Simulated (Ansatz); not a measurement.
# Cyclo-(Cl2GeSe)3 (Ge3Se3Cl6): inputs that go wrong

2 inputs were typed for cyclo-(Cl2GeSe)3 (Ge3Se3Cl6). Each is run as it stands; the log then has to tell whether the result can be used.

The runs use Ansatz 0.2.0, Gaussian basis; the settings change from run to run.

## Step 1: The geometry

The structure was relaxed beforehand with PBE-D4/def2-SVP.

12 atoms, charge 0, spin multiplicity 1.

Atoms are counted from 1 here; the program's logs count them from 0.

Bond lengths: Ge1–Cl2 2.166 Å, Ge1–Cl3 2.164 Å, Ge1–Se4 2.373 Å, Ge1–Se12 2.373 Å, Se4–Ge5 2.373 Å, Ge5–Cl6 2.166 Å, Ge5–Cl7 2.164 Å, Ge5–Se8 2.373 Å, Se8–Ge9 2.373 Å, Ge9–Cl10 2.166 Å, Ge9–Cl11 2.164 Å, Ge9–Se12 2.373 Å. Angles: Cl2–Ge1–Cl3 108.9°, Cl2–Ge1–Se4 103.6°, Cl2–Ge1–Se12 103.6°, Cl3–Ge1–Se4 111.5°, Cl3–Ge1–Se12 111.5°, Se4–Ge1–Se12 117.0°, Ge1–Se4–Ge5 98.7°, Se4–Ge5–Cl6 103.6°, Se4–Ge5–Cl7 111.5°, Se4–Ge5–Se8 116.9°, Cl6–Ge5–Cl7 108.9°, Cl6–Ge5–Se8 103.6°, Cl7–Ge5–Se8 111.5°, Ge5–Se8–Ge9 98.7°, Se8–Ge9–Cl10 103.6°, Se8–Ge9–Cl11 111.5°, Se8–Ge9–Se12 116.9°, Cl10–Ge9–Cl11 108.9° and more.

## Step 2: Try 1

in.yaml reads:

```yaml
crystal:
  periodic: [false, false, false]
  atoms:
    - {symbol: Ge, position_ang: [0.225571, 2.235392, -0.198084]}
    - {symbol: Cl, position_ang: [0.638114, 4.224923, -0.474306]}
    - {symbol: Cl, position_ang: [-1.954701, 2.155302, 0.679091]}
    - {symbol: Se, position_ang: [1.757136, 1.147582, 1.415438]}
    - {symbol: Ge, position_ang: [0.696437, -0.837794, 1.644313]}
    - {symbol: Cl, position_ang: [2.152045, -2.084365, 2.994823]}
    - {symbol: Cl, position_ang: [-1.045254, -1.136848, 2.479357]}
    - {symbol: Se, position_ang: [0.953045, -2.447844, -0.300663]}
    - {symbol: Ge, position_ang: [-0.604233, -1.210199, -1.673287]}
    - {symbol: Cl, position_ang: [-0.312414, -2.139453, -3.693996]}
    - {symbol: Cl, position_ang: [-2.475727, -1.010065, -1.000910]}
    - {symbol: Se, position_ang: [0.080444, 1.338266, -2.090614]}
basis:
  gaussian: {orbitals: aug-cc-pVDZ}
hamiltonian: {xc: {name: HF}}
scf: {lower_state_search: light}
relax: {f_tol: 0.001, max_steps: 2}
```

The run is started by

```bash
$ ansatz run in.yaml --threads 2 --pin off --events-out ev --progress --plain --max-ram 32768MiB --backend cuda --devices 0, --max-vram 18GiB
```

The program printed:

```text
Functional definition: HF
  name "HF"
  cite "Fock, Z. Phys. 61, 126 (1930) doi:10.1007/BF01340294"
  parent pbe
  exchange = exact_x
  correlation = 0
4350 factors; integrals over basis functions are off by at most 2.7e-4 eV
mean field evaluation 1: about -440352.7476 eV, gradient 3.8e1 eV
mean field evaluation 2: about -440352.7508 eV, gradient 3.8e1 eV
mean field evaluation 4: about -440357.6481 eV, gradient 4.1e0 eV
mean field evaluation 8: about -440357.7573 eV, gradient 2.8e-4 eV
mean field -440357.75725082 eV, -16182.8490937593 hartree, gradient 2.3e-5 eV, S^2 0.000000; 0 other end points of the search recorded, 0 dependent functions left out
the calculation of the forces begins
reference -440357.75725082 eV, -16182.8490937593 hartree; 150, 150 occupied and 228, 228 virtual orbitals, 4350 factors
relax step   1: F+E_penalty+E_count = -440357.75725082 eV  Δ(F+E_penalty+E_count) = +0.000e0 eV  max|allowed force component| = 5.393e0 eV/Å  Δτ_max = 0.0000 Å  (34 SCF iters, accepted)
these checks for a lower state are left out or cut short: starts, cluster_reference, orbital_swaps, neighbouring_geometries, increment
4350 factors; integrals over basis functions are off by at most 2.7e-4 eV
mean field evaluation 16: about -440360.1741 eV, gradient 1.6e-5 eV
mean field -440360.17413360 eV, -16182.9379125631 hartree, gradient 1.6e-5 eV, S^2 0.000000; 0 other end points of the search recorded, 0 dependent functions left out
the calculation of the forces begins
reference -440360.17413360 eV, -16182.9379125631 hartree; 150, 150 occupied and 228, 228 virtual orbitals, 4350 factors
relax step   2: F+E_penalty+E_count = -440360.17413360 eV  Δ(F+E_penalty+E_count) = -2.417e0 eV  max|allowed force component| = 1.152e0 eV/Å  Δτ_max = 0.1944 Å  (31 SCF iters, accepted)
Error: geometry relaxation did not converge after 2 steps: max|allowed force component| = 1.15e0 eV/Å (threshold 1.0e-3). Raise `relax.max_steps` over both its present limit and 2, loosen `relax.f_tol`, or start from a geometry closer to equilibrium. Where this run's directory can be resumed (`checkpoint.write`), a resume goes on for up to `relax.max_steps` more
```

It took 53 s on 1 × H100 (card shared with other runs) with 2 threads of AMD EPYC 7R13, shared host; peak host memory 3 GiB.

Diagnosis: The run did not converge. The relaxation is allowed too few steps for its threshold. The start was also shaken off the relaxed geometry, so there is far to go. Fix: raise relax.max_steps.

## Step 3: Try 2

in.yaml reads:

```yaml
crystal:
  periodic: [false, false, false]
  atoms:
    - {symbol: Ge, position_ang: [0.091830, 2.080825, -0.063172]}
    - {symbol: Cl, position_ang: [0.760173, 4.119610, -0.361630]}
    - {symbol: Cl, position_ang: [-1.911489, 2.113516, 0.755788]}
    - {symbol: Se, position_ang: [1.652593, 1.205460, 1.495043]}
    - {symbol: Ge, position_ang: [0.830234, -1.016898, 1.617718]}
    - {symbol: Cl, position_ang: [2.216657, -1.999306, 2.961206]}
    - {symbol: Cl, position_ang: [-1.151247, -1.081587, 2.486304]}
    - {symbol: Se, position_ang: [0.954030, -2.319401, -0.361780]}
    - {symbol: Ge, position_ang: [-0.177309, -2.080306, -3.322840]}
    - {symbol: Cl, position_ang: [-0.477309, -2.080306, -3.622840]}
    - {symbol: Cl, position_ang: [-2.554117, -1.123352, -0.943110]}
    - {symbol: Se, position_ang: [0.121289, 1.159299, -2.249544]}
basis:
  gaussian: {orbitals: STO-3G}
hamiltonian: {xc: {name: wB97}}
scf: {lower_state_search: full}
```

The run is started by

```bash
$ ansatz run in.yaml --threads 2 --pin off --events-out ev --progress --plain --max-ram 32768MiB --backend cpu
```

The program printed:

```text
Functional definition: wB97
  name "wB97"
  cite "Chai & Head-Gordon, J. Chem. Phys. 128, 084106 (2008) doi:10.1063/1.2834918"
  cite "Becke, J. Chem. Phys. 107, 8554 (1997) doi:10.1063/1.475007"
  parameter omega = 0.4/bohr
  parameter cx1 = 1.13116
  parameter cx2 = -2.74915
  parameter cx3 = 12.0900
  parameter cx4 = -5.71642
  parameter css1 = -2.55352
  parameter css2 = 11.8926
  parameter css3 = -26.9452
  parameter css4 = 17.0927
  parameter cos1 = 3.99051
  parameter cos2 = -17.0066
  parameter cos3 = 1.07292
  parameter cos4 = 8.88211
  # The coefficients of nought are those of the uniform gas.
  exchange = spin_sum(e_x_unif_sr(omega)*poly(b97_u_x, 1, cx1, cx2, cx3, cx4)) + exact_x_lr(omega)
  correlation = spin_sum(e_c_pw_same_spin*poly(b97_u_same, 1, css1, css2, css3, css4))
      + integral(e_c_pw_opposite_spin*poly(b97_u_opposite, 1, cos1, cos2, cos3, cos4))
1710 factors; integrals over basis functions are off by at most 3.9e-5 eV
598 factors; integrals over basis functions are off by at most 6.1e-7 eV
mean field evaluation 1: about -433748.9450 eV, gradient 1.3e2 eV
mean field evaluation 2: about -433748.8439 eV, gradient 1.3e2 eV
mean field evaluation 4: about -433745.6444 eV, gradient 1.1e2 eV
mean field evaluation 8: about -433846.9708 eV, gradient 1.5e1 eV
mean field evaluation 16: about -433850.4583 eV, gradient 1.2e0 eV
mean field evaluation 32: about -433850.3925 eV, gradient 1.9e-1 eV
Error: SIGTERM received: run cancelled behind 49 evaluations of the mean field
```

Wall time 91 s (2 threads of AMD EPYC 7R13, shared host).

**Diagnosis.** Time ran out. One atom was put on top of another. The shortest distance is 0.42 Å (Ge9–Cl10), against 2.16 Å in the relaxed molecule. Cure: restore the atom's position.

## Step 4: Summary

```
try           level          ended                                                      cause  time
  1  HF/aug-cc-pVDZ  not converged  the relaxation is allowed too few steps for its threshold  53 s
  2     wB97/STO-3G        timeout                         one atom was put on top of another  91 s
```

1 not converged, 1 timeout.
